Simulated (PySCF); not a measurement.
**BAu: from the state search to spectroscopic constants**

What are the lowest state that PBE0 finds, the bond length, vibrational wavenumber and bond energy of BAu, and how much do these hang on the method?

Program: PySCF 2.14.0. Level of theory: B x2c-TZVPPall, Au x2c-TZVPPall, spin-free X2C with a Gaussian nucleus. These are calculated values, not measurements.

**1. Set-up**

A driver script around PySCF takes these settings:

```
atoms                         : B, Au
charge                        : 0
basis                         : B x2c-TZVPPall, Au x2c-TZVPPall
Hamiltonian                   : spin-free X2C with a Gaussian nucleus
basis functions               : 128
electrons treated             : 84
masses in u                   : 11.0093, 196.9666
levels                        : PBE0, PBE, r²SCAN, BLYP, M06-2X, MN15, r²SCAN0, ωB97M-V, HF, MP2, SCS-MP2, CCSD, CCSD(T)
grid                          : 80 radial by 434 angular points
occupations                   : held fixed by the projection of orbital angular momentum
dissociation limit            : B + Au, each in its ground configuration
starting distance in angstrom : 2.040
values of 2S to try           : 0, 2, 4
```

Run with:

```bash
OMP_NUM_THREADS=2 python dia.py task.json out
```

Further steps of the session: The PBE0 curve of the state that the search chose; Higher solutions at PBE0; PBE; r²SCAN (meta-GGA); BLYP; M06-2X (hybrid meta-GGA); MN15 (hybrid meta-GGA); r²SCAN0; ωB97M-V (range-separated hybrid); RHF (mean field); Adding correlation.

Before running it: what results should come out? Wanted: for each run, Re; ωe; De; μ.

As calculated:

Lowest PBE0 solution found, without spin–orbit coupling: singlet, closed shell. State 2 has its PBE0 minimum 1.34 eV higher. The other levels ran on the lowest alone.

```csv
level,Re (Å),ωe (cm⁻¹),De (eV),μ (D)
RHF,2.017,522,1.26,2.12
RHF-MP2,1.848,782,4.15,n/a
RHF-SCS-MP2,1.866,743,3.84,n/a
RHF-CCSD,1.920,658,3.28,n/a
RHF-CCSD(T),1.910,683,3.69,n/a
PBE,1.905,676,4.14,0.72
BLYP,1.917,658,3.90,0.63
r²SCAN,1.891,692,4.03,0.88
PBE0,1.912,657,3.55,0.99
r²SCAN0,1.902,670,3.50,1.06
MN15,1.908,659,3.79,0.71
M06-2X,1.894,668,3.23,1.15
ωB97M-V,1.916,641,3.37,1.22
```

De is counted to B + Au in their ground configurations. A positive dipole means B(−)Au(+).

Differences from CCSD(T) in the same basis:

```csv
level,Re (mÅ),ωe (%)
RHF,+107,-23.5
RHF-MP2,-62,+14.5
RHF-SCS-MP2,-43,+8.9
RHF-CCSD,+10,-3.7
PBE,-5,-1.0
BLYP,+7,-3.6
r²SCAN,-19,+1.3
PBE0,+2,-3.8
r²SCAN0,-8,-1.9
MN15,-2,-3.5
M06-2X,-15,-2.1
ωB97M-V,+6,-6.1
```

Against CCSD(T) in the same basis, the bond length is nearest at PBE0 and MN15 (2 mÅ off) and farthest at RHF (+107 mÅ); the wavenumber is nearest at PBE (-1.0 %) and farthest at RHF (-23.5 %). Of the levels with a De here, RHF gives the least (1.26 eV) and RHF-MP2 the most (4.15 eV).

Correlated steps freeze 24 core orbitals. Spin–orbit coupling is left out, which matters for elements this heavy, above all for dissociation energies.
